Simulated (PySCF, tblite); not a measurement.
# C5H8Al2Cl2: geometry, infrared bands and NMR shifts

Aim: predict the infrared bands and NMR shifts of C5H8Al2Cl2 (`C#C/C=[CH]/[Al@H-]1[Cl+][Al@@H-]([CH3])[Cl+]1`).

Computed with tblite 0.8.0 and PySCF 2.14.0, with density-fitted response routines of our own, on a single molecule in the gas phase. Atoms are numbered from 0 throughout.

### Step 1. Starting geometry

17 atoms, charge 0, multiplicity 1; geometry from: force field or distance geometry start.

Bonds of the start (Å): C0–C1 1.21, C1–C2 1.45, C2–C3 1.32, C3–Al4 1.98, Al4–Cl5 2.22, Cl5–Al6 2.23, Al6–C7 1.97, Al6–Cl8 2.23, Cl8–Al4 2.21, C0–H9 1.06, C2–H10 1.07, C3–H11 1.08, Al4–H12 1.59, Al6–H13 1.62, C7–H14 1.10, C7–H15 1.14, C7–H16 1.13.

### Step 2. Geometry optimisation with GFN2-xTB

Job settings and geometry (Å):

```
{"job": {"kind": "relax", "xc": "GFN2-xTB", "basis": "xTB"}, "charge": 0, "multiplicity": 1}
C      4.624000     1.209800    -2.290200
C      3.602300     0.989100    -1.681500
C      2.389200     0.711000    -0.942400
C      1.817800    -0.466300    -1.120800
Al     0.156000    -1.012300    -0.202200
Cl    -0.238500     0.028300     1.720600
Al    -2.386700    -0.167100     1.174000
C     -3.546700     1.300200     1.793100
Cl    -1.672600    -0.019900    -0.933600
H      5.503700     1.407500    -2.848900
H      1.930900     1.431500    -0.301100
H      2.268200    -1.205200    -1.766400
H     -0.019700    -2.571400     0.052500
H     -2.886500    -1.661000     1.539800
H     -3.090100     2.014200     2.490500
H     -4.413300     0.807000     2.348700
H     -4.044900     1.866000     0.957700
```

The run is started by

```sh
OMP_NUM_THREADS=1 python probes_run.py task.json out
```

The driver reads the jobs from task.json and runs them one after another.

**Question.** This job is followed by: GFN2-xTB harmonic vibrations, gas phase; GIAO PBE0/pcSseg-1 NMR shielding, non-relativistic, gas phase. What will the session give for the following? strongest single infrared mode (GFN2-xTB); zero-point energy (GFN2-xTB); 13C shifts against TMS (PBE0/pcSseg-1); 1H shifts against TMS (PBE0/pcSseg-1, means over atoms taken as alike); 27Al shifts against AlH4- (PBE0/pcSseg-1); 35Cl shifts against HCl (PBE0/pcSseg-1, means over atoms taken as alike).

**Answer**, as computed:

| quantity | value |
| --- | --- |
| strongest single infrared mode (GFN2-xTB) | 630 cm⁻¹, 342 km/mol |
| zero-point energy (GFN2-xTB) | 63.2 kcal/mol |
| 13C shifts against TMS (PBE0/pcSseg-1) | 161.7, 142.9, 93.8, 87.7, -7.1 ppm |
| 1H shifts against TMS (PBE0/pcSseg-1, means over atoms taken as alike) | 7.41, 6.52, 4.69, 4.65, 3.15, 0.08 ppm |
| 27Al shifts against AlH4- (PBE0/pcSseg-1) | 87.2, 66.3 ppm |
| 35Cl shifts against HCl (PBE0/pcSseg-1, means over atoms taken as alike) | 43 ppm |

**Reading.** Over 188 steps the energy fell by 0.490 eV; of the close pairs, Al6–H13 changed most, 1.617 to 1.541 Å. All 45 modes are real, so the xTB geometry is a minimum. GFN2-xTB is a fitted tight-binding method: band positions and strengths are rough. Its intensities can rank the bands wrongly. At PBE0/pcSseg-1: Shielding is most anisotropic at C1 (span 307 ppm, paramagnetic term -150 ppm).
